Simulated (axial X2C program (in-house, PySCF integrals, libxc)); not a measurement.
# Linear CuOH at several levels

How do method and spin–orbit coupling move the bonds and stretches of CuOH, held linear?

Method: all-electron X2C, two-component (2c) or spin-free, Cu dyall-v3z, O dyall-av3z, H dyall-v3z; program: an in-house X2C program for linear molecules on PySCF integrals.

All values are calculated.

2 further runs of the same task are left out: 2 set aside as unsound or not needed.

## Step 1: Input

The input, task.json:

```json
{"zs": [29, 8, 1], "q": 0, "bas": ["dyall-v3z", "dyall-av3z", "dyall-v3z"], "r0": [1.75, 0.96], "symm": 0, "scan": ["PBE0", "HF", "BHandHLYP"], "levels": ["PBE0", "HF", "BHandHLYP"], "nst": 2}
```

Keys: zs atomic numbers; q charge; bas basis sets; r0 starting distance in Å; symm equal bonds; scan levels of the two-bond scan (MP2 follows by itself at each HF point); levels methods; nst determinants followed.

Started as:

```bash
python solin.py task.json out
```

Masses Cu 62.930, O 15.995, H 1.008 u.

## Step 2: Scan at PBE0, 2c

State: Ω = 0 (all partner blocks equally filled). Energies above the lowest point, from the job's result record:

| r(Cu–O) (Å) | r(O–H) (Å) | E (meV) |
| --- | --- | --- |
| 1.6819 | 0.9223 | 38.91 |
| 1.6819 | 0.9460 | 22.28 |
| 1.6819 | 0.9696 | 38.03 |
| 1.7250 | 0.9223 | 17.10 |
| 1.7250 | 0.9460 | 0.00 |
| 1.7250 | 0.9696 | 15.31 |
| 1.7250 | 0.9933 | 58.21 |
| 1.7681 | 0.9223 | 38.76 |
| 1.7681 | 0.9460 | 21.11 |
| 1.7681 | 0.9696 | 35.88 |
| 1.8113 | 0.9460 | 76.31 |
| 1.8113 | 0.9933 | 132.27 |

A quadratic surface with cubic terms in each bond gives the minimum at 1.724 and 0.946 Å, force constants 3.76, 9.27 and coupling -0.08 mdyn/Å.

## Step 3: Scan at HF, 2c

State: Ω = 0 (all partner blocks equally filled). Energies above the lowest point, from the job's result record:

```
r(Cu–O) (Å)  r(O–H) (Å)  E (meV)
     1.6819      0.9223   146.95
     1.6819      0.9460   153.77
     1.6819      0.9696   193.11
     1.7250      0.9223    50.18
     1.7250      0.9460    56.48
     1.7250      0.9696    95.31
     1.7250      0.9933   162.05
     1.7681      0.9223     2.71
     1.7681      0.9460     8.42
     1.7681      0.9696    46.69
     1.8113      0.9460     0.00
     1.8113      0.9933   103.18
```

A quadratic surface with cubic terms in each bond gives the minimum at 1.800 and 0.930 Å, force constants 2.81, 10.3 and coupling -0.09 mdyn/Å.

## Step 4: Scan at BHandHLYP, 2c

State: Ω = 0 (all partner blocks equally filled). Energies above the lowest point, from the job's result record:

```csv
r(Cu–O) (Å),r(O–H) (Å),E (meV)
1.6819,0.9223,50.57
1.6819,0.9460,44.70
1.6819,0.9696,70.99
1.7250,0.9223,6.35
1.7250,0.9460,0.00
1.7250,0.9696,25.83
1.7250,0.9933,79.12
1.7681,0.9223,7.60
1.7681,0.9460,0.69
1.7681,0.9696,25.96
1.8113,0.9460,37.38
1.8113,0.9933,114.20
```

A quadratic surface with cubic terms in each bond gives the minimum at 1.745 and 0.939 Å, force constants 3.53, 9.66 and coupling -0.09 mdyn/Å.

## Step 5: The levels side by side

| level | r(Cu–O) (Å) | r(O–H) (Å) | lower stretch (cm⁻¹) | upper stretch (cm⁻¹) |
| --- | --- | --- | --- | --- |
| PBE0, 2c | 1.724 | 0.946 | 689.4 | 4079.3 |
| HF, 2c | 1.800 | 0.930 | 596.0 | 4290.9 |
| BHandHLYP, 2c | 1.745 | 0.939 | 667.9 | 4162.5 |
| MP2, 2c | 1.707 | 0.950 | 690.4 | 4042.6 |
| PBE0, spin-free | 1.724 | 0.946 | 689.4 | 4078.9 |
| HF, spin-free | 1.799 | 0.930 | 596.4 | 4290.8 |
| BHandHLYP, spin-free | 1.745 | 0.939 | 668.0 | 4162.2 |
| MP2, spin-free | 1.706 | 0.950 | 690.9 | 4042.4 |

Scans not shown above were run alike.

In words: Over the levels the Cu–O bond spans 1.706 to 1.800 Å and the O–H bond 0.930 to 0.950 Å. At PBE0 spin–orbit coupling leaves both bonds unchanged to 0.001 Å. Each state is one determinant, the lowest of a limited PBE0 search; the stretches come from a fit to few points and are good to some per cent at best. MP2 freezes inner shells (threshold -2 hartree). The molecule was held linear; bending was not examined, so a bent shape may lie lower.
